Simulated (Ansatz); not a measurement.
**CH6OZn (built from SMILES O.[CH3][ZnH]): a reaction path by the nudged elastic band**

Aim: the minimum-energy path between two given structures and its highest point. Both ends were relaxed at PBE0-D4 in triple zeta.

Method: PBE0-D4/def2-SVP; program: Ansatz 0.2.0, Gaussian basis.

22 further runs of the same task are left out: 22 set aside as unsound or not needed. Runs told in other sessions of the task aren't counted.

**1. The system as given**

The first end: 9 atoms, charge 0, spin multiplicity 1.

Atoms are counted from 1 here; the program's logs count them from 0.

Bond lengths: Zn1–H2 1.559 Å, Zn1–C3 1.957 Å, C3–H6 1.094 Å, C3–H7 1.093 Å, C3–H8 1.095 Å, H4–O5 0.961 Å, O5–H9 0.961 Å. Angles: H2–Zn1–C3 167.8°, Zn1–C3–H6 110.6°, Zn1–C3–H7 112.4°, Zn1–C3–H8 111.1°, H6–C3–H7 107.6°, H6–C3–H8 107.5°, H7–C3–H8 107.3°, H4–O5–H9 107.2°.

As a file:

```xyz
9
CH6OZn
Zn   -0.1621    0.3430   -1.0250
H    -0.0651   -0.1343   -2.5059
C    -0.3237    1.3200    0.6635
H     0.6844   -2.3862   -0.7488
O     0.2435   -1.7955   -0.1325
H    -1.0923    0.8685    1.2984
H    -0.5915    2.3687    0.5145
H     0.6179    1.2998    1.2219
H     0.6892   -1.8841    0.7140
```

The second end:

```xyz
9
CH6OZn
Zn    0.1674   -0.3619    0.4974
H    -0.0824   -0.6545   -2.6969
C    -0.3685    1.4457    0.8599
H     0.1471   -1.2299   -2.2756
O     0.6475   -2.0220    0.0572
H    -1.3690    1.4737    1.2961
H    -0.3807    2.0272   -0.0644
H     0.3232    1.9242    1.5560
H     0.9156   -2.6025    0.7704
```

**2. The band at PBE0-D4/def2-SVP**

Input file neb/in.yaml:

```yaml
crystal:
  periodic: [false, false, false]
  atoms:
    - {symbol: Zn, position_ang: [-0.162129, 0.342994, -1.024990]}
    - {symbol: H, position_ang: [-0.065104, -0.134271, -2.505947]}
    - {symbol: C, position_ang: [-0.323744, 1.319962, 0.663477]}
    - {symbol: H, position_ang: [0.684353, -2.386238, -0.748806]}
    - {symbol: O, position_ang: [0.243526, -1.795463, -0.132497]}
    - {symbol: H, position_ang: [-1.092341, 0.868539, 1.298449]}
    - {symbol: H, position_ang: [-0.591499, 2.368743, 0.514453]}
    - {symbol: H, position_ang: [0.617915, 1.299792, 1.221942]}
    - {symbol: H, position_ang: [0.689224, -1.884057, 0.714018]}
basis:
  gaussian: {orbitals: def2-SVP}
hamiltonian: {xc: pbe0, dispersion: d4}
neb:
  images: 5
  climbing: true
  max_iterations: 40
  initial_path: idpp
  final_atoms:
    - {symbol: Zn, position_ang: [0.167370, -0.361935, 0.497384]}
    - {symbol: H, position_ang: [-0.082401, -0.654503, -2.696924]}
    - {symbol: C, position_ang: [-0.368496, 1.445658, 0.859947]}
    - {symbol: H, position_ang: [0.147127, -1.229883, -2.275649]}
    - {symbol: O, position_ang: [0.647459, -2.021984, 0.057219]}
    - {symbol: H, position_ang: [-1.368963, 1.473730, 1.296105]}
    - {symbol: H, position_ang: [-0.380720, 2.027227, -0.064415]}
    - {symbol: H, position_ang: [0.323191, 1.924233, 1.556038]}
    - {symbol: H, position_ang: [0.915634, -2.602545, 0.770394]}
```

Launch:

```bash
ansatz run in.yaml --threads 4 --pin off --events-out ev --progress --plain --max-ram 9574MiB
```

Log (excerpt; [...] marks lines left out):

```text
Functional definition: PBE0
  name "PBE0"
  cite "Adamo & Barone, J. Chem. Phys. 110, 6158 (1999) doi:10.1063/1.478522"
  cite "Perdew, Burke & Ernzerhof, Phys. Rev. Lett. 77, 3865 (1996) doi:10.1103/PhysRevLett.77.3865"
  parent pbe
[...]
952 factors; integrals over basis functions are off by at most 3.2e-4 eV
[...]
mean field -51581.57708586 eV, -1895.5879946567 hartree, gradient 2.8e-5 eV, S^2 0.000000; 0 other end points of the search recorded, 0 dependent functions left out
[...]
reference -51581.57711723 eV, -1895.5879958096 hartree; 25, 25 occupied and 64, 64 virtual orbitals, 952 factors
[... from here to the last solve, the lines of the solves are left out (109 solves) ...]
WARN: NEB end point (image 0): max|allowed force component| = 3.640e-1 eV/Å (the criterion of neb.relax_end_points is 1.000e-2). That is over neb.f_tol: it is no minimum, so the barrier can be far off. Relax it first
WARN: NEB end point (image 6): max|allowed force component| = 3.851e-1 eV/Å (the criterion of neb.relax_end_points is 1.000e-2). That is over neb.f_tol: it is no minimum, so the barrier can be far off. Relax it first
NEB iter   1: max|band force component| = 5.169e0 eV/Å  barrier→ = 4.2510 eV  barrier← = 4.0746 eV  Δτ_max = 0.2000 Å  (183 SCF iters)
[...]
NEB iter   4: max|band force component| = 4.269e0 eV/Å  barrier→ = 1.4099 eV  barrier← = 1.2334 eV  Δτ_max = 0.1012 Å  (145 SCF iters)
[...]
NEB iter   7: max|band force component| = 8.894e-1 eV/Å  barrier→ = 0.9199 eV  barrier← = 0.7434 eV  CI = image 3  Δτ_max = 0.1005 Å  (143 SCF iters)
[...]
NEB iter  10: max|band force component| = 1.118e-1 eV/Å  barrier→ = 0.9119 eV  barrier← = 0.7354 eV  CI = image 3  Δτ_max = 0.1417 Å  (142 SCF iters)
[...]
NEB iter  13: max|band force component| = 6.894e-2 eV/Å  barrier→ = 0.9088 eV  barrier← = 0.7323 eV  CI = image 3  Δτ_max = 0.0450 Å  (135 SCF iters)
[...]
NEB iter  14: max|band force component| = 4.490e-2 eV/Å  barrier→ = 0.9085 eV  barrier← = 0.7320 eV  CI = image 3  CI's point: of a kind that is not told: the force calls were inconclusive, a negative curvature could not be distinguished from the path's own, the only one lies far off the [...]
WARN: NEB end point (image 6): the path dips 0.043542 eV below it before the top, so the barrier from the dip is that much higher. The path crosses a lower well, or the end point is a saddle point, which neb.relax_end_points tests for
Total energy: -51580.76527371 eV, -1895.5581611104 hartree
Atom 0 at    -0.050214    -0.164702    -0.178639 Å, force    -0.003210     0.023116    -0.008402 eV/Å
Atom 1 at     0.160975    -0.798272    -1.972036 Å, force     0.002110     0.005253     0.004059 eV/Å
Atom 2 at    -0.461753     1.501452     0.736324 Å, force     0.006623    -0.013222    -0.004591 eV/Å
Atom 3 at     0.382738    -1.559642    -1.354331 Å, force    -0.000677    -0.001008    -0.000474 eV/Å
Atom 4 at     0.390859    -2.071264    -0.176840 Å, force    -0.030529    -0.014920     0.001675 eV/Å
Atom 5 at    -1.430671     1.431600     1.255770 Å, force     0.002709    -0.000154    -0.000975 eV/Å
Atom 6 at    -0.516512     2.340741     0.026130 Å, force     0.000332    -0.003431     0.003862 eV/Å
Atom 7 at     0.305772     1.740416     1.489518 Å, force    -0.003937     0.000372    -0.000887 eV/Å
Atom 8 at     1.219006    -2.420328     0.174203 Å, force     0.026580     0.003995     0.005733 eV/Å
Dipole moment:     0.259905     0.017903     0.182447 e Å
```

It took 1.9 min on 4 threads of Arm Neoverse V2, shared host.

The last band:

```tsv
image	path (Å)	energy (kJ/mol)	Zn1–O5 (Å)	H2–H4 (Å)	Zn1–H2 (Å)	H4–O5 (Å)
0	0.00	0.0	2.35	2.95	1.56	0.96
1	0.83	0.8	2.27	2.43	1.58	0.97
2	1.65	11.6	2.29	1.79	1.60	0.98
3	2.48	87.7	1.96	1.01	1.91	1.28
4	3.49	17.3	1.80	0.77	2.85	2.10
5	4.50	12.8	1.78	0.76	3.71	2.45
6	5.51	17.0	1.78	0.75	3.22	2.51
```

The highest image, 3:

```xyz
9

Zn   -0.0502   -0.1647   -0.1786
H     0.1610   -0.7983   -1.9720
C    -0.4618    1.5015    0.7363
H     0.3827   -1.5596   -1.3543
O     0.3909   -2.0713   -0.1768
H    -1.4307    1.4316    1.2558
H    -0.5165    2.3407    0.0261
H     0.3058    1.7404    1.4895
H     1.2190   -2.4203    0.1742
```

**3. Results**

```
                                                                       quantity                                                 value
                                                PBE0-D4/def2-SVP, 14 iterations  highest 87.7 kJ/mol (image 3), last end +17.0 kJ/mol
from earlier runs: barrier over the separately found saddle, CCSD(T)/def2-TZVPP                                          105.6 kJ/mol
```

The highest image lies 87.7 kJ/mol above the first end, and it climbed, so it estimates the saddle. The ends are not quite minima at this level (largest force component 0.39 eV/Å), so the heights are unreliable: relaxing the first end would lower it and raise the barrier above it. The highest image is 18.0 kJ/mol below the CCSD(T) barrier in triple zeta, which comes from separate runs on the saddle.
